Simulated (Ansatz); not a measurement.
What does this script print? It uses Ansatz's Python interface.

Contents of `c3h8alcl.xyz`:
```text
13

C    -1.28360   -0.60740   -0.09540
C    -0.05130    0.01810    0.48890
Al    1.44750   -1.25540    0.17820
C     0.36230    1.40370   -0.11390
Cl   -0.90640    2.61760    0.35840
H    -2.19700    0.11450    0.10900
H    -1.51890   -1.55400    0.34520
H    -1.19850   -0.66040   -1.21510
H    -0.16610    0.13880    1.63200
H     2.84510   -0.64940   -0.35510
H     1.11370   -2.70610   -0.35380
H     0.34190    1.34500   -1.20280
H     1.23170    1.76040    0.23930
```

`run_energy.py`:
```python
# -*- coding: utf-8 -*-
"""Single point of C3H8AlCl in a Gaussian basis."""

from dataclasses import dataclass
import sys
import warnings

import ansatz as az
import numpy as np
import pandas as pd


@dataclass
class RunConfig:
    basis_set: str = "cc-pVDZ"
    functional: str = "pbe"


opts = RunConfig()

warnings.simplefilter("ignore", az.DeckWarning)

geometry = az.Crystal.molecule_from_extxyz("c3h8alcl.xyz")

job = (
    geometry.calculation()
    .basis(gaussian=opts.basis_set)
    .functional(opts.functional)
    .forces()
)
try:
    rep = job.run(threads=1).report
except az.AnsatzError as error:
    sys.exit(f"{type(error).__name__}: {error}")

for key in ("converged", "free_energy_ev", "reference_energy_ev", "n_frozen", "n_occupied", "n_virtual"):
    print(f"{key:22s} {rep[key]}")

symbols = [site.symbol for site in geometry.cartesian_sites]
print("forces (eV/A)")
for symbol, f in zip(symbols, rep["forces_ev_ang"]):
    print(f"  {symbol:2s} {f[0]:9.4f} {f[1]:9.4f} {f[2]:9.4f}")

charges = rep["charge_distribution"]
table = pd.DataFrame({"atom": symbols, "mulliken": charges["mulliken_charges_e"], "lowdin": charges["lowdin_charges_e"]})
print(table.round(3).to_string())
print("dipole (e A):", np.round(charges["dipole_moment_e_ang"], 4) + 0.0)
```

```console
$ python run_energy.py
converged              True
free_energy_ev         -22346.47971004977
reference_energy_ev    -22346.47971004977
n_frozen               0
n_occupied             [28, 28]
n_virtual              [90, 90]
forces (eV/A)
  C    -1.7823    2.6571   -0.7900
  C     1.4105    0.7520    1.5130
  Al    0.2802    0.3654   -1.0215
  C    -4.5461   -2.8415   -0.3783
  Cl   -0.1963    0.5985   -0.0718
  H     1.1477   -1.1399   -0.3770
  H    -0.2746   -1.2088    0.2996
  H    -0.1549   -0.3280    0.3959
  H     0.0435    0.0453   -1.0891
  H     0.2039   -0.0031    0.3368
  H    -0.0841   -0.5268    0.2728
  H     0.1270    0.1319   -0.5831
  H     3.8255    1.4979    1.4925
   atom  mulliken  lowdin
0     C     0.004   0.007
1     C    -0.293  -0.138
2    Al     0.247   0.081
3     C     0.019  -0.093
4    Cl    -0.144   0.154
5     H     0.046   0.024
6     H     0.047   0.019
7     H     0.041   0.035
8     H     0.048   0.049
9     H    -0.084  -0.069
10    H    -0.072  -0.063
11    H     0.076   0.017
12    H     0.063  -0.023
dipole (e A): [ 0.1681 -0.3095  0.1731]
```

What to keep in mind:
- Total energies depend on the basis set; only differences at equal settings carry meaning.
- The geometry is a force-field or estimated start, not a minimum of this method, and the basis set is short of its limit.
- The Löwdin charges here are taken after orthogonalising the functions within each atom; they differ from plain Löwdin charges, and their signs can be unphysical.
- Hardware and time: 5.3 s on 1 thread of Arm Neoverse V2, on a shared host, peak memory 0.28 GiB.

(A comment or docstring line of the script was reworded after the run, the code is as it ran; lines on the test bed's own set-up are left out of the output.)
